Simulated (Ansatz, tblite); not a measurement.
**SiCl4: removing an electron**

Aim: the energy of removing an electron for SiCl4, by energy differences, and how well orbital energies stand in for it.

Program: Ansatz 0.2.0, Gaussian basis. Level of theory: as each input shows. These are calculated values, not measurements.

Levels to be run: charge +1 doublet, at the geometry of the singlet (PBE0-D4/def2-TZVP, PBE-D4/def2-TZVP, r2SCAN-D4/def2-TZVP, CAM-B3LYP-D4/def2-TZVP, revPBE-D4/def2-TZVP, LDA/def2-TZVP, BHLYP-D4/def2-TZVP, PBE-QIDH/def2-TZVP); the starting singlet's energies come from earlier runs.

## Step 1: The geometry

The singlet was relaxed beforehand with PBE-D4/def2-SVP.

5 atoms, charge 0, spin multiplicity 1.

Atoms are counted from 1 here; the program's logs count them from 0.

Bond lengths: Si1–Cl2 2.052 Å, Si1–Cl3 2.052 Å, Si1–Cl4 2.052 Å, Si1–Cl5 2.052 Å. Angles: Cl2–Si1–Cl3 109.5°, Cl2–Si1–Cl4 109.4°, Cl2–Si1–Cl5 109.5°, Cl3–Si1–Cl4 109.5°, Cl3–Si1–Cl5 109.5°, Cl4–Si1–Cl5 109.4°.

## Step 2: Charge +1 doublet at the fixed geometry, first pass, PBE0-D4/def2-SVP

in.yaml reads:

```yaml
crystal:
  periodic: [false, false, false]
  atoms:
    - {symbol: Si, position_ang: [0.000691, -0.000447, -0.000119]}
    - {symbol: Cl, position_ang: [0.009906, -0.017511, 2.051691]}
    - {symbol: Cl, position_ang: [1.931630, 0.010971, -0.694257]}
    - {symbol: Cl, position_ang: [-0.974655, 1.678331, -0.663807]}
    - {symbol: Cl, position_ang: [-0.967572, -1.671353, -0.693498]}
basis:
  gaussian: {orbitals: def2-SVP}
total_charge: 1
magnetization: {spin_polarized: true, initial_magnetization: 1}
hamiltonian: {xc: pbe0, dispersion: d4}
output: {orbitals: {seedname: orbitals}}
```

On the command line:

```bash
$ ansatz run in.yaml --threads 2 --pin off --events-out ev --progress --plain --max-ram 4352MiB
```

The program printed:

```text
Functional definition: PBE0
  name "PBE0"
  cite "Adamo & Barone, J. Chem. Phys. 110, 6158 (1999) doi:10.1063/1.478522"
  cite "Perdew, Burke & Ernzerhof, Phys. Rev. Lett. 77, 3865 (1996) doi:10.1103/PhysRevLett.77.3865"
  parent pbe
  parameter a = 0.25
  parameter kappa = 0.804
  parameter beta = 0.06672455060314922
  exchange = (1 - a)*pbe_x(kappa = kappa, mu = beta*pi^2/3) + a*exact_x
  correlation = pbe_c(beta = beta)
798 factors; integrals over basis functions are off by at most 1.1e-3 eV
mean field evaluation 1: about -57923.4047 eV, gradient 1.3e1 eV
mean field evaluation 2: about -57919.0666 eV, gradient 2.6e1 eV
mean field evaluation 4: about -57924.1196 eV, gradient 3.8e0 eV
mean field evaluation 8: about -57924.2797 eV, gradient 5.1e-1 eV
mean field evaluation 16: about -57924.3456 eV, gradient 5.5e-2 eV
mean field evaluation 32: about -57924.2855 eV, gradient 2.6e-1 eV
mean field evaluation 64: about -57924.3464 eV, gradient 4.9e-2 eV
mean field evaluation 96: about -57924.3146 eV, gradient 2.0e0 eV
mean field -57924.34659916 eV, -2128.6804749870 hartree, gradient 2.6e-6 eV, S^2 0.754108; 16 other end points of the search recorded, 0 dependent functions left out
reference -57924.34661870 eV, -2128.6804757050 hartree; 41, 40 occupied and 49, 50 virtual orbitals, 798 factors
Total energy: -57924.56288107 eV, -2128.6884232005 hartree
```

Wall time 25 s (2 threads of Arm Neoverse V1, shared host).

From the report: HOMO -14.99 eV, LUMO -13.60 eV (over both spins); ⟨S²⟩ 0.754 (pure: 0.75).

## Step 3: Charge +1 doublet at the fixed geometry, PBE0-D4/def2-TZVP

start.molden holds the orbitals of an earlier run on this state, given as this run's starting guess.

in.yaml, as its differences from that of step 2:

```diff
@@ -9,3 +9,3 @@
 basis:
-  gaussian: {orbitals: def2-SVP}
+  gaussian: {orbitals: def2-TZVP, initial_orbitals: start.molden}
 total_charge: 1
@@ -13,2 +13,3 @@
 hamiltonian: {xc: pbe0, dispersion: d4}
+scf: {omitted_lower_state_checks: [starts]}
 output: {orbitals: {seedname: orbitals}}
```

Launched as before.

The program printed:

```text
Functional definition: PBE0
  name "PBE0"
  cite "Adamo & Barone, J. Chem. Phys. 110, 6158 (1999) doi:10.1063/1.478522"
  cite "Perdew, Burke & Ernzerhof, Phys. Rev. Lett. 77, 3865 (1996) doi:10.1103/PhysRevLett.77.3865"
  parent pbe
  parameter a = 0.25
  parameter kappa = 0.804
  parameter beta = 0.06672455060314922
  exchange = (1 - a)*pbe_x(kappa = kappa, mu = beta*pi^2/3) + a*exact_x
  correlation = pbe_c(beta = beta)
these checks for a lower state are left out or cut short: starts
1340 factors; their error is unknown
mean field evaluation 1: about -57940.7804 eV, gradient 1.4e2 eV
mean field evaluation 2: about -57944.3227 eV, gradient 4.8e0 eV
mean field evaluation 4: about -57944.6168 eV, gradient 1.4e-1 eV
mean field evaluation 8: about -57944.6169 eV, gradient 1.8e-5 eV
mean field -57944.61694222 eV, -2129.4253963547 hartree, gradient 6.2e-6 eV, S^2 0.755366; 0 other end points of the search recorded, 0 dependent functions left out
reference -57944.61696766 eV, -2129.4253972894 hartree; 41, 40 occupied and 144, 145 virtual orbitals, 1340 factors
Total energy: -57944.83323003 eV, -2129.4333447849 hartree
Checks for a lower state left out: starts
```

It took 26 s on 2 threads of Arm Neoverse V1, shared host; peak memory 1.2 GiB.

HOMO -14.86 eV, LUMO -13.44 eV (over both spins); ⟨S²⟩ 0.755 (pure: 0.75).

## Step 4: Charge +1 doublet at the fixed geometry, PBE-D4/def2-TZVP

in.yaml, as its differences from that of step 3:

```diff
@@ -12,3 +12,3 @@
 magnetization: {spin_polarized: true, initial_magnetization: 1}
-hamiltonian: {xc: pbe0, dispersion: d4}
+hamiltonian: {xc: pbe, dispersion: d4}
 scf: {omitted_lower_state_checks: [starts]}
```

Same command.

The program printed:

```text
Functional definition: PBE
  name "PBE"
  cite "Perdew, Burke & Ernzerhof, Phys. Rev. Lett. 77, 3865 (1996) doi:10.1103/PhysRevLett.77.3865"
  parent pbe
  parameter kappa = 0.804
  parameter beta = 0.06672455060314922
  exchange = pbe_x(kappa = kappa, mu = beta*pi^2/3)
  correlation = pbe_c(beta = beta)
these checks for a lower state are left out or cut short: starts
1276 factors; their error is unknown
mean field evaluation 1: about -57940.4177 eV, gradient 1.2e1 eV
mean field evaluation 2: about -57940.5409 eV, gradient 2.0e-1 eV
mean field evaluation 4: about -57940.5282 eV, gradient 5.9e-4 eV
mean field evaluation 8: about -57940.5282 eV, gradient 2.4e-5 eV
mean field -57940.52817959 eV, -2129.2751370993 hartree, gradient 1.7e-6 eV, S^2 0.751639; 0 other end points of the search recorded, 0 dependent functions left out
reference -57940.52821406 eV, -2129.2751383661 hartree; 41, 40 occupied and 144, 145 virtual orbitals, 1276 factors
Total energy: -57940.78004225 eV, -2129.2843928813 hartree
Checks for a lower state left out: starts
```

Run time: 7 s. Hardware: 2 threads of Arm Neoverse V1, shared host.

HOMO -13.60 eV, LUMO -13.58 eV (over both spins); ⟨S²⟩ 0.752 (pure: 0.75).

## Step 5: Charge +1 doublet at the fixed geometry, r2SCAN-D4/def2-TZVP

in.yaml, as its differences from that of step 4:

```diff
@@ -12,3 +12,3 @@
 magnetization: {spin_polarized: true, initial_magnetization: 1}
-hamiltonian: {xc: pbe, dispersion: d4}
+hamiltonian: {xc: r2scan, dispersion: d4}
 scf: {omitted_lower_state_checks: [starts]}
```

Same command.

The program printed:

```text
Functional definition: r2SCAN
  name "r2SCAN"
  cite "Furness, Kaplan, Ning, Perdew & Sun, J. Phys. Chem. Lett. 11, 8208 (2020) doi:10.1021/acs.jpclett.0c02405"
  cite "Furness, Kaplan, Ning, Perdew & Sun, J. Phys. Chem. Lett. 11, 9248 (2020) doi:10.1021/acs.jpclett.0c03077"
  parent r2scan
  parameter k0 = 0.174
  parameter k1 = 0.065
  parameter a1 = 4.9479
  exchange = r2scan_x(k0 = k0, k1 = k1, a1 = a1)
  correlation = r2scan_c
these checks for a lower state are left out or cut short: starts
1276 factors; their error is unknown
mean field evaluation 1: about -57960.7614 eV, gradient 8.8e0 eV
mean field evaluation 2: about -57960.8006 eV, gradient 8.5e-2 eV
mean field evaluation 4: about -57960.7844 eV, gradient 2.0e-4 eV
mean field evaluation 8: about -57960.7844 eV, gradient 3.6e-5 eV
mean field -57960.78439982 eV, -2130.0195394628 hartree, gradient 2.0e-6 eV, S^2 0.753106; 0 other end points of the search recorded, 0 dependent functions left out
reference -57960.78440972 eV, -2130.0195398265 hartree; 41, 40 occupied and 144, 145 virtual orbitals, 1276 factors
Total energy: -57960.83939986 eV, -2130.0215606768 hartree
Checks for a lower state left out: starts
```

Run time: 33 s. Hardware: 2 threads of Arm Neoverse V1, shared host; peak memory 0.55 GiB.

Report: HOMO -13.94 eV, LUMO -13.84 eV (over both spins); ⟨S²⟩ 0.753 (pure: 0.75).

## Step 6: Charge +1 doublet at the fixed geometry, CAM-B3LYP-D4/def2-TZVP

in.yaml, as its differences from that of step 5:

```diff
@@ -12,3 +12,3 @@
 magnetization: {spin_polarized: true, initial_magnetization: 1}
-hamiltonian: {xc: r2scan, dispersion: d4}
+hamiltonian: {xc: {name: CAM-B3LYP}, dispersion: d4}
 scf: {omitted_lower_state_checks: [starts]}
```

Same command.

The program printed:

```text
Functional definition: CAM-B3LYP
  name "CAM-B3LYP"
  cite "Yanai, Tew & Handy, Chem. Phys. Lett. 393, 51 (2004) doi:10.1016/j.cplett.2004.06.011"
  cite "Iikura, Tsuneda, Yanai & Hirao, J. Chem. Phys. 115, 3540 (2001) doi:10.1063/1.1383587"
  cite "Becke, Phys. Rev. A 38, 3098 (1988) doi:10.1103/PhysRevA.38.3098"
  cite "Lee, Yang & Parr, Phys. Rev. B 37, 785 (1988) doi:10.1103/PhysRevB.37.785"
  cite "Vosko, Wilk & Nusair, Can. J. Phys. 58, 1200 (1980) doi:10.1139/p80-159"
  parameter alpha = 0.19
  parameter beta = 0.46
  parameter omega = 0.33/bohr
  parameter ac = 0.81
  # Exact exchange under (alpha + beta erf(omega r))/r, Becke's under what is left of 1/r.
  exchange = (1 - alpha - beta)*b88_x + beta*b88_x_sr(omega) + alpha*exact_x + beta*exact_x_lr(omega)
  correlation = (1 - ac)*vwn5_c + ac*lyp_c
these checks for a lower state are left out or cut short: starts
1313 factors; their error is unknown
242 factors; integrals over basis functions are off by at most 1.6e-5 eV
mean field evaluation 1: about -57965.3072 eV, gradient 7.4e0 eV
mean field evaluation 2: about -57965.4072 eV, gradient 1.1e-1 eV
mean field evaluation 4: about -57965.5397 eV, gradient 7.1e-4 eV
mean field evaluation 8: about -57965.5397 eV, gradient 8.4e-5 eV
mean field evaluation 16: about -57965.5397 eV, gradient 1.7e-5 eV
mean field -57965.53969764 eV, -2130.1942934342 hartree, gradient 3.5e-6 eV, S^2 0.757489; 0 other end points of the search recorded, 0 dependent functions left out
reference -57965.53982812 eV, -2130.1942982292 hartree; 41, 40 occupied and 144, 145 virtual orbitals, 1313 factors
Total energy: -57965.76632703 eV, -2130.2026219108 hartree
Checks for a lower state left out: starts
```

Run time: 37 s. Hardware: 2 threads of Arm Neoverse V1, shared host; peak memory 1.2 GiB.

From the report: HOMO -16.05 eV, LUMO -12.82 eV (over both spins); ⟨S²⟩ 0.757 (pure: 0.75).

## Step 7: Charge +1 doublet at the fixed geometry, revPBE-D4/def2-TZVP

in.yaml, as its differences from that of step 6:

```diff
@@ -12,3 +12,3 @@
 magnetization: {spin_polarized: true, initial_magnetization: 1}
-hamiltonian: {xc: {name: CAM-B3LYP}, dispersion: d4}
+hamiltonian: {xc: {name: revPBE}, dispersion: d4}
 scf: {omitted_lower_state_checks: [starts]}
```

The command is unchanged.

The program printed:

```text
Functional definition: revPBE
  name "revPBE"
  cite "Zhang & Yang, Phys. Rev. Lett. 80, 890 (1998) doi:10.1103/PhysRevLett.80.890"
  cite "Perdew, Burke & Ernzerhof, Phys. Rev. Lett. 77, 3865 (1996) doi:10.1103/PhysRevLett.77.3865"
  parameter kappa = 1.245
  parameter beta = 0.06672455060314922
  exchange = pbe_x(kappa = kappa, mu = beta*pi^2/3)
  correlation = pbe_c(beta = beta)
these checks for a lower state are left out or cut short: starts
1276 factors; their error is unknown
mean field evaluation 1: about -57953.9412 eV, gradient 1.0e1 eV
mean field evaluation 2: about -57954.0206 eV, gradient 1.4e-1 eV
mean field evaluation 4: about -57954.0078 eV, gradient 4.9e-4 eV
mean field evaluation 8: about -57954.0078 eV, gradient 2.7e-5 eV
mean field -57954.00775741 eV, -2129.7705024474 hartree, gradient 1.4e-6 eV, S^2 0.751749; 0 other end points of the search recorded, 0 dependent functions left out
reference -57954.00779995 eV, -2129.7705040107 hartree; 41, 40 occupied and 144, 145 virtual orbitals, 1276 factors
Total energy: -57954.61868335 eV, -2129.7929535618 hartree
Checks for a lower state left out: starts
```

Wall time 7 s (2 threads of Arm Neoverse V1, shared host).

From the report: HOMO -13.55 eV, LUMO -13.53 eV (over both spins); ⟨S²⟩ 0.752 (pure: 0.75).

## Step 8: Charge +1 doublet at the fixed geometry, LDA/def2-TZVP

in.yaml, as its differences from that of step 7:

```diff
@@ -12,3 +12,3 @@
 magnetization: {spin_polarized: true, initial_magnetization: 1}
-hamiltonian: {xc: {name: revPBE}, dispersion: d4}
+hamiltonian: {xc: lda}
 scf: {omitted_lower_state_checks: [starts]}
```

Same command.

The program printed:

```text
Functional definition: SPW92
  name "SPW92"
  cite "Dirac, Proc. Camb. Phil. Soc. 26, 376 (1930) doi:10.1017/S0305004100016108"
  cite "Slater, Phys. Rev. 81, 385 (1951) doi:10.1103/PhysRev.81.385"
  cite "Perdew & Wang, Phys. Rev. B 45, 13244 (1992) doi:10.1103/PhysRevB.45.13244"
  exchange = slater_x
  correlation = pw_c
these checks for a lower state are left out or cut short: starts
1276 factors; their error is unknown
mean field evaluation 1: about -57771.5181 eV, gradient 2.4e1 eV
mean field evaluation 2: about -57771.9509 eV, gradient 5.5e-1 eV
mean field evaluation 4: about -57771.9379 eV, gradient 2.0e-2 eV
mean field evaluation 8: about -57771.9379 eV, gradient 7.7e-4 eV
mean field -57771.93790510 eV, -2123.0795587864 hartree, gradient 1.5e-6 eV, S^2 0.750935; 0 other end points of the search recorded, 0 dependent functions left out
reference -57771.93793779 eV, -2123.0795599879 hartree; 41, 40 occupied and 144, 145 virtual orbitals, 1276 factors
Total energy: -57771.93793779 eV, -2123.0795599879 hartree
Checks for a lower state left out: starts
```

It took 3.2 s on 2 threads of Arm Neoverse V1, shared host.

Report: HOMO -13.74 eV, LUMO -13.78 eV (over both spins; with the spin held, an empty level of the minority spin lies below the top filled one); ⟨S²⟩ 0.751 (pure: 0.75).

## Step 9: Charge +1 doublet at the fixed geometry, BHLYP-D4/def2-TZVP

in.yaml, as its differences from that of step 8:

```diff
@@ -12,3 +12,3 @@
 magnetization: {spin_polarized: true, initial_magnetization: 1}
-hamiltonian: {xc: lda}
+hamiltonian: {xc: {name: BHLYP}, dispersion: d4}
 scf: {omitted_lower_state_checks: [starts]}
```

Same command.

The program printed:

```text
Functional definition: BHLYP
  name "BHLYP"
  cite "Becke, J. Chem. Phys. 98, 1372 (1993) doi:10.1063/1.464304"
  cite "Becke, Phys. Rev. A 38, 3098 (1988) doi:10.1103/PhysRevA.38.3098"
  cite "Lee, Yang & Parr, Phys. Rev. B 37, 785 (1988) doi:10.1103/PhysRevB.37.785"
  parameter a = 0.5
  exchange = (1 - a)*b88_x + a*exact_x
  correlation = lyp_c
these checks for a lower state are left out or cut short: starts
1434 factors; their error is unknown
mean field evaluation 1: about -57963.3433 eV, gradient 1.0e1 eV
mean field evaluation 2: about -57963.4404 eV, gradient 1.7e-1 eV
mean field evaluation 4: about -57963.8142 eV, gradient 1.2e0 eV
mean field evaluation 8: about -57963.8304 eV, gradient 3.5e-2 eV
mean field evaluation 16: about -57963.8345 eV, gradient 1.2e-3 eV
mean field -57963.83445800 eV, -2130.1316270334 hartree, gradient 4.8e-6 eV, S^2 0.763742; 0 other end points of the search recorded, 0 dependent functions left out
reference -57963.83463863 eV, -2130.1316336713 hartree; 41, 40 occupied and 144, 145 virtual orbitals, 1434 factors
Total energy: -57964.20350801 eV, -2130.1451893710 hartree
Checks for a lower state left out: starts
```

Wall time 42 s (2 threads of Arm Neoverse V1, shared host); peak memory 1.2 GiB.

Report: HOMO -15.76 eV, LUMO -13.06 eV (over both spins); ⟨S²⟩ 0.764 (pure: 0.75).

## Step 10: Charge +1 doublet at the fixed geometry, PBE-QIDH/def2-TZVP

in.yaml, as its differences from that of step 9:

```diff
@@ -12,4 +12,3 @@
 magnetization: {spin_polarized: true, initial_magnetization: 1}
-hamiltonian: {xc: {name: BHLYP}, dispersion: d4}
+hamiltonian: {xc: {name: PBE-QIDH}}
 scf: {omitted_lower_state_checks: [starts]}
-output: {orbitals: {seedname: orbitals}}
```

The command is unchanged.

The program printed:

```text
Functional definition: PBE-QIDH
  name "PBE-QIDH"
  cite "Brémond, Sancho-García, Pérez-Jiménez & Adamo, J. Chem. Phys. 141, 031101 (2014) doi:10.1063/1.4890314"
  cite "Perdew, Burke & Ernzerhof, Phys. Rev. Lett. 77, 3865 (1996) doi:10.1103/PhysRevLett.77.3865"
  parameter a = 3^(-1/3)
  parameter c = 1/3
  exchange = (1 - a)*pbe_x + a*exact_x
  correlation = (1 - c)*pbe_c + c*(mp2_os + mp2_ss)
these checks for a lower state are left out or cut short: starts
1082 factors; integrals over basis functions are off by at most 8.7e-4 eV
mean field evaluation 1: about -57922.9898 eV, gradient 2.1e1 eV
mean field evaluation 2: about -57923.3341 eV, gradient 5.2e-1 eV
mean field evaluation 4: about -57923.7591 eV, gradient 1.3e0 eV
mean field evaluation 8: about -57923.8411 eV, gradient 7.8e-2 eV
mean field evaluation 16: about -57923.8616 eV, gradient 2.1e-1 eV
mean field -57923.86285142 eV, -2128.6626975854 hartree, gradient 6.1e-8 eV, S^2 0.765288; 0 other end points of the search recorded, 0 dependent functions left out
25 core orbitals not correlated: weight in the atoms' cores, before any rotation towards them, 1.000 or more for the frozen orbitals, at most 0.000 for the correlated occupied ones
reference -57923.86286174 eV, -2128.6626979646 hartree; 16, 15 occupied and 144, 145 virtual orbitals, 1082 factors
second order -25.65250079 eV of doubles, -0.00000000 eV of singles
Total energy: -57932.41369534 eV, -2128.9769353033 hartree
Checks for a lower state left out: starts
```

Wall time 40 s (2 threads of Arm Neoverse V1, shared host); peak memory 0.64 GiB.

⟨S²⟩ 0.765 (pure: 0.75).

## Step 11: Vertical ionisation energy

Charged state less starting state, singlet to doublet; the starting state's energies are those of its earlier runs.

```
                 level  vertical ionisation energy (eV)   time
         LDA/def2-TZVP                           +11.02  4.7 s
      PBE-D4/def2-TZVP                           +10.86  9.6 s
   revPBE-D4/def2-TZVP                           +10.83  9.7 s
   r2SCAN-D4/def2-TZVP                           +11.18   40 s
     PBE0-D4/def2-TZVP                           +11.52   30 s
    BHLYP-D4/def2-TZVP                           +11.97   47 s
CAM-B3LYP-D4/def2-TZVP                           +11.88   44 s
    PBE-QIDH/def2-TZVP                           +12.29   48 s
```

Times add the two runs; a level without a time comes out of a correlated run.

Beside −ε(HOMO) of the starting state:

```
                 level  −ε(HOMO) (eV)  by difference (eV)  mismatch (eV)
         LDA/def2-TZVP           8.27               11.02          -2.75
      PBE-D4/def2-TZVP           8.12               10.86          -2.74
   revPBE-D4/def2-TZVP           8.07               10.83          -2.76
   r2SCAN-D4/def2-TZVP           8.52               11.18          -2.66
     PBE0-D4/def2-TZVP           9.57               11.52          -1.95
    BHLYP-D4/def2-TZVP          10.84               11.97          -1.13
CAM-B3LYP-D4/def2-TZVP          10.93               11.88          -0.96
```

## Step 12: Results

| quantity | value |
| --- | --- |
| vertical ionisation energy, functionals in def2-TZVP | 10.83 (revPBE-D4) to 12.29 eV (PBE-QIDH) |

In words: The vertical ionisation energy spans 10.83 to 12.29 eV over the functionals. −ε(HOMO) misses the level's own difference by -0.96 eV at best (CAM-B3LYP-D4) and -2.76 eV at worst (revPBE-D4).
